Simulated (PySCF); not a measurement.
# TaH₅: singlet, from a PBE0 minimum start

Where does singlet TaH₅ go from a PBE0 minimum start, is the end point a minimum, and what are its modes, charges and moments?

The runs use PySCF 2.14.0; PBE0, basis Ta def2-TZVP with ECP60, H def2-TZVP, scalar-relativistic core potentials, no spin–orbit coupling, density fitting.

## Step 1: Starting geometry

6 atoms, charge 0, spin multiplicity 1.

Bond lengths: Ta1–H2 1.754 Å, Ta1–H3 1.754 Å, Ta1–H4 1.754 Å, Ta1–H5 1.754 Å, Ta1–H6 1.790 Å. Angles: H2–Ta1–H3 124.0°, H2–Ta1–H4 77.3°, H2–Ta1–H5 77.3°, H2–Ta1–H6 118.0°, H3–Ta1–H4 77.3°, H3–Ta1–H5 77.3°, H3–Ta1–H6 118.0°, H4–Ta1–H5 124.0°, H4–Ta1–H6 118.0°, H5–Ta1–H6 118.0°.

```xyz
6
charge 0 multiplicity 1
Ta    0.0081    0.0000    0.0000
H    -0.8154    1.5486    0.0000
H    -0.8154   -1.5486    0.0000
H    -0.8154    0.0000   -1.5486
H    -0.8154    0.0000    1.5486
H     1.7982    0.0000    0.0000
```

## Step 2: The SCF at the typed geometry

One driver script runs all steps and calls PySCF; scf.py shows how it sets up the SCF of each step. The optimiser is the driver's own. After this first run the driver tries any further starts and a stability analysis.

scf.py reads:

```python
from pyscf import gto, scf, dft
mol = gto.M(atom='''
Ta     0.008150    -0.000000    -0.000000
H     -0.815420     1.548580     0.000000
H     -0.815420    -1.548580     0.000000
H     -0.815420    -0.000000    -1.548580
H     -0.815420     0.000000     1.548580
H      1.798220    -0.000000     0.000000''',
    basis={'Ta': 'def2-TZVP', 'H': 'def2-TZVP'},
    ecp={'Ta': 'def2-TZVP'},
    charge=0, spin=0)
mf = dft.RKS(mol, xc='PBE0')
mf.grids.atom_grid = (50, 194)
aux = {'Ta': 'def2-universal-JKFIT', 'H': 'def2-universal-JKFIT'}
mf = mf.density_fit(auxbasis=aux)
mf.conv_tol = 1e-08
mf.diis_space = 10
mf.max_cycle = 60
mf.init_guess = 'minao'
mf.verbose = 4
mf.kernel()
```

The run is started by

```sh
$ OMP_NUM_THREADS=2 python axn.py task.json out
```

The runs that follow: Relaxation: PBE0 minimum start, singlet; Is it a minimum? Harmonic modes.

What does the calculation give? Wanted: minimum; geometry; wavenumbers; dipole moment; highest occupied, lowest empty level; polar-tensor charge of Ta1; zero-point energy; atomisation energy.

As calculated:

| quantity | value |
| --- | --- |
| minimum | singlet, C4v |
| geometry | Ta–H 1.754 Å (×4), Ta–H 1.790 Å; H–Ta–H 77.3° (×4), H–Ta–H 118.0° (×4), H–Ta–H 124.0° (×2) |
| wavenumbers (cm⁻¹) | 212 (e), 756 (e), 793 (b2), 820 (b1), 879 (a1), 1833 (a1), 1864 (b1), 1902 (e), 1951 (a1) |
| dipole moment | 1.81 D |
| highest occupied, lowest empty level | -8.72, -2.95 eV |
| polar-tensor charge of Ta1 | +1.26 e |
| zero-point energy | 83.0 kJ/mol |
| entropy at 298.15 K | 261.6 J/(mol K) |
| atomisation energy (no zero-point energy) | 1423 kJ/mol |

The PBE0 minimum start keeps its C4v symmetry and ends in a minimum. The strongest infrared band lies at 1902 cm⁻¹ (e, stretch). Other starts or spin states, not run here, may lie lower. Whether spin polarisation would lower the closed shell was not checked. With an element this heavy the missing spin–orbit coupling can shift these numbers.
